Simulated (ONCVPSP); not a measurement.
# Cu: the cost of one run

The numbers are computed with ONCVPSP 4.0.1.1 (patched build) (PBEsol, scalar-relativistic, spin-unpolarised reference atom).

### Step 1. The design

The settings as typed:

* element: copper (Cu, Z = 29)
* type: optimised norm-conserving Vanderbilt (ONCV)
* frozen core: [Ar]
* valence charge: 11
* reference configuration: 3d10 4s0.75 (charge +0.25)
* partial waves: 4s: rc 1.95 bohr, ncon 4, nbas 9, qcut 3.9 1/bohr, 2 projectors, debl 0.5 Ha; p scattering state at 0.06 Ha: rc 1.85 bohr, ncon 4, nbas 7, qcut 5.3 1/bohr, 2 projectors, debl 3.3 Ha; 3d: rc 1.40 bohr, ncon 4, nbas 8, qcut 16.9 1/bohr, 2 projectors, debl 1.2 Ha
* local potential: polynomial inside 1.20 bohr (lpopt 3, dvloc0 0 Ha)
* core correction: Teter function fitted to the true core (icmod 2), fcfact 0.7

### Step 2. Generating the potential

The input, Cu.dat:

```
# ATOM AND REFERENCE CONFIGURATION
# atsym  z   nc   nv     iexc    psfile
  Cu 29.00    5    2  -116133      upf
#
#   n    l    f
    1    0    2.00
    2    0    2.00
    2    1    6.00
    3    0    2.00
    3    1    6.00
    3    2   10.00
    4    0    0.75
#
# PSEUDOPOTENTIAL AND OPTIMIZATION
# lmax
    2
#
#   l,   rc,      ep,       ncon, nbas, qcut
    0    1.95    0.00    4    9    3.90
    1    1.85    0.06    4    7    5.30
    2    1.40    0.00    4    8   16.90
#
# LOCAL POTENTIAL
# lloc, lpopt,  rc(5),   dvloc0
    4    3    1.20    0.00
#
# VANDERBILT-KLEINMAN-BYLANDER PROJECTORs
# l, nproj, debl
    0    2    0.50
    1    2    3.30
    2    2    1.20
#
# MODEL CORE CHARGE
# icmod, fcfact, rcfact
    2    0.70    1.00
#
# LOG DERIVATIVE ANALYSIS
# epsh1, epsh2, depsh
   -2.00    5.00    0.02
#
# OUTPUT GRID
# rlmax, drl
    6.00    0.01
#
# TEST CONFIGURATIONS
# ncnf
    4
# nvcnf
#   n    l    f
    2
    3    2   10.00
    4    0    1.00
#
    2
    3    2   10.00
    4    0    0.00
#
    2
    3    2    9.00
    4    0    0.00
#
    2
    3    2   10.00
    4    0    0.50
#
```

The run is started by

```console
$ oncvpsp.x < Cu.dat > Cu.out
```

**Question.** How long does this run take on 1 thread of Neoverse-N1, shared host?

About 5 s.
